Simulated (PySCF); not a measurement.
# SnH: bond curves at several levels of theory

An exercise on one series of results from a longer session: the logs are not shown, and one member is left open.

Computed with PySCF 2.14.0. Level: Sn def2-SVP with ECP28, H def2-SVP, scalar-relativistic core potentials.

The first run:

Settings of the job:

* atoms: Sn, H
* charge: 0
* basis: Sn def2-SVP with ECP28, H def2-SVP
* Hamiltonian: scalar-relativistic core potentials
* basis functions: 31
* electrons treated: 23
* masses in u: 119.9022, 1.0078
* levels: PBE0, PBE, r²SCAN, TPSSh, revPBE, BP86, HF, MP2, SCS-MP2, CCSD, CCSD(T)
* grid: 80 radial by 434 angular points
* occupations: held fixed by the projection of orbital angular momentum
* dissociation limit: Sn + H, each in its ground configuration
* starting distance in angstrom: 1.670
* values of 2S to try: 1, 3

Started as:

```
$ OMP_NUM_THREADS=1 python dia.py task.json out
```

Steps of the session up to this table: Input; First curve: PBE0; Other states along the same grid; PBE; r²SCAN; TPSSh; revPBE (GGA); BP86; UHF; Correlated methods on the Hartree–Fock reference.

One table of the session follows, with a row left open; its other results are not shown here.

It belongs to the step «The curves together». Energy (eV) from each level's lowest point:

| R (Å) | UHF | UHF-MP2 | UHF-SCS-MP2 | UHF-CCSD | UHF-CCSD(T) |
| --- | --- | --- | --- | --- | --- |
| 1.539 | 0.442 | 0.411 | 0.424 | n/a | n/a |
| 1.611 | 0.191 | 0.174 | 0.183 | 0.193 | 0.196 |
| 1.683 | 0.053 | 0.045 | 0.050 | 0.057 | 0.059 |
| 1.736 | 0.007 | 0.003 | 0.006 | 0.010 | 0.011 |
| 1.790 | 0.000 | 0.000 | 0.000 | 0.000 | 0.000 |
| 1.844 | ? | ? | ? | ? | ? |
| 1.915 | 0.098 | 0.101 | 0.095 | 0.083 | 0.080 |
| 2.005 | 0.237 | 0.239 | 0.229 | 0.204 | 0.199 |
| 2.112 | 0.448 | 0.450 | 0.436 | 0.391 | 0.382 |
| 2.255 | 0.763 | 0.808 | 0.802 | n/a | n/a |

Q: Estimate the row for R (Å) = 1.844 from the others.

Worked estimate for «UHF». A straight line through the neighbours (1.790, 0.000) and (1.915, 0.098) gives 0.000 + (0.098 − 0.000) × (1.844 − 1.790) / (1.915 − 1.790) = 0.042; a parabola fitted to 4 rows on both sides gives 0.028.

As computed: UHF: 0.025; UHF-MP2: 0.027; UHF-SCS-MP2: 0.025; UHF-CCSD: 0.020; UHF-CCSD(T): 0.019. In «UHF» the line misses by +0.017 and the parabola by +0.003.

State 2 has its PBE0 minimum 1.90 eV higher. The other levels ran on the lowest alone.
